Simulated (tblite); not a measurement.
# C6H12GeO: the cost of one run

Computed with tblite 0.8.0 (tight binding) and PySCF 2.14.0 (DFT, with response routines of our own); each step states its level. Atoms count from 0 throughout.

## (1) The starting structure

20 atoms, charge 0, multiplicity 1; geometry from: UFF geometry.

Bonds of the start (Å): C1–C2 1.51, C1–H8 1.08, C2–C3 1.54, C2–Ge7 1.96, C2–H9 1.10, C3–C4 1.53, C3–H10 1.12, C3–H11 1.12, C4–C5 1.54, C4–H12 1.11, C4–H13 1.12, C5–C6 1.54, C5–H14 1.11, C5–H15 1.13, C6–Ge7 1.95, C6–H16 1.11, C6–H17 1.11, Ge7–H18 1.55, Ge7–H19 1.55, O0–C1 1.22.

## (2) GFN2-xTB relaxation, conformer 1

The job: settings as JSON, then the geometry in Å.

```
{"job": {"xc": "GFN2-xTB", "basis": "xTB", "kind": "relax"}, "charge": 0, "multiplicity": 1}
O      3.088600     0.562900    -0.850800
C      2.175400    -0.226400    -0.644900
C      1.325200    -0.087500     0.591100
C      0.316400    -1.240800     0.727800
C     -0.791400    -1.278100    -0.332100
C     -1.794600    -0.113600    -0.210100
C     -1.177000     1.236300    -0.601800
Ge     0.359100     1.613600     0.538500
H      2.037100    -1.057400    -1.325300
H      1.974400    -0.074100     1.484100
H      0.873300    -2.210600     0.696400
H     -0.158200    -1.198200     1.743900
H     -1.360100    -2.225200    -0.212200
H     -0.345600    -1.287200    -1.361900
H     -2.656900    -0.301300    -0.876000
H     -2.183200    -0.061400     0.844600
H     -1.928100     2.044300    -0.471600
H     -0.848900     1.202400    -1.658300
H     -0.141300     1.965900     1.965700
H      1.230600     2.747100    -0.050100
```

Command:

```
OMP_NUM_THREADS=1 python ens_run.py task.json out
```

This one command runs the whole study; its stages follow in the order run.

**Question.** How long does this first job take on 1 thread of Intel Xeon at 2.50GHz, shared host?

About 3.9 s.
